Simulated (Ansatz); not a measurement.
# LiTa16: the cost of one run

Program: Ansatz 0.2.0. Level of theory: DFT PBE, plane waves, PAW, scalar-relativistic, no spin polarisation. These are calculated values, not measurements.

## Step 1: The system as given

The cell holds 17 atoms (LiTa16): a = 6.620 Å, b = 6.620 Å, c = 6.620 Å, α = 90.00°, β = 90.00°, γ = 90.00°.

As a file:

```cif
data_structure
_symmetry_space_group_name_H-M 'P 1'
_symmetry_Int_Tables_number 1
_cell_length_a 6.6200
_cell_length_b 6.6200
_cell_length_c 6.6200
_cell_angle_alpha 90.000
_cell_angle_beta 90.000
_cell_angle_gamma 90.000
_cell_volume 290.12
loop_
_atom_site_label
_atom_site_type_symbol
_atom_site_fract_x
_atom_site_fract_y
_atom_site_fract_z
_atom_site_occupancy
Ta1 Ta 0.00000 0.00000 0.00000 1
Ta2 Ta 0.50000 0.00000 0.00000 1
Ta3 Ta 0.00000 0.50000 0.00000 1
Ta4 Ta 0.00000 0.00000 0.50000 1
Ta5 Ta 0.25000 0.25000 0.25000 1
Ta6 Ta 0.50000 0.50000 0.00000 1
Ta7 Ta 0.50000 0.00000 0.50000 1
Ta8 Ta 0.75000 0.25000 0.25000 1
Ta9 Ta 0.00000 0.50000 0.50000 1
Ta10 Ta 0.25000 0.75000 0.25000 1
Ta11 Ta 0.25000 0.25000 0.75000 1
Ta12 Ta 0.50000 0.50000 0.50000 1
Ta13 Ta 0.75000 0.75000 0.25000 1
Ta14 Ta 0.75000 0.25000 0.75000 1
Ta15 Ta 0.25000 0.75000 0.75000 1
Ta16 Ta 0.75000 0.75000 0.75000 1
Li1 Li 0.63127 0.23930 0.00071 1
```

## Step 2: Relaxing the start

The input, input.yaml:

```yaml
accuracy: low
crystal:
  lattice:
    - [6.62, 0.0, 0.0]
    - [0.0, 6.62, 0.0]
    - [0.0, 0.0, 6.62]
  atoms:
    - { symbol: Ta, position: [0.0, 0.0, 0.0] }
    - { symbol: Ta, position: [0.5, 0.0, 0.0] }
    - { symbol: Ta, position: [0.0, 0.5, 0.0] }
    - { symbol: Ta, position: [0.0, 0.0, 0.5] }
    - { symbol: Ta, position: [0.25, 0.25, 0.25] }
    - { symbol: Ta, position: [0.5, 0.5, 0.0] }
    - { symbol: Ta, position: [0.5, 0.0, 0.5] }
    - { symbol: Ta, position: [0.75, 0.25, 0.25] }
    - { symbol: Ta, position: [0.0, 0.5, 0.5] }
    - { symbol: Ta, position: [0.25, 0.75, 0.25] }
    - { symbol: Ta, position: [0.25, 0.25, 0.75] }
    - { symbol: Ta, position: [0.5, 0.5, 0.5] }
    - { symbol: Ta, position: [0.75, 0.75, 0.25] }
    - { symbol: Ta, position: [0.75, 0.25, 0.75] }
    - { symbol: Ta, position: [0.25, 0.75, 0.75] }
    - { symbol: Ta, position: [0.75, 0.75, 0.75] }
    - { symbol: Li, position: [0.6312737, 0.2392995, 0.0007087] }
basis:
  ecutwfc: 420.0
kpoints:
  mp_grid: { grid: [2, 2, 2] }
hamiltonian:
  xc: pbe
scf:
  occupations: { method: fermi_dirac, width: 0.05 }
  lower_state_search: "off"
relax:
  f_tol: 0.08
  max_steps: 25
  adjacent_minimum: "off"
output:
  write_density: true
  write_potential: true
  elf: true
  volumetric_format: npy
```

Launch:

```sh
$ ansatz run input.yaml --threads 2 --pin off --max-ram 5120MiB --backend cpu --events-out ev --progress --plain --runs-dir out
```

Q: Estimate wall time and peak memory on 2 threads of Intel Xeon Platinum 8259CL at 2.50GHz (Skylake/Cascade Lake), shared host.

About 51 s, with a peak of 0.87 GiB.
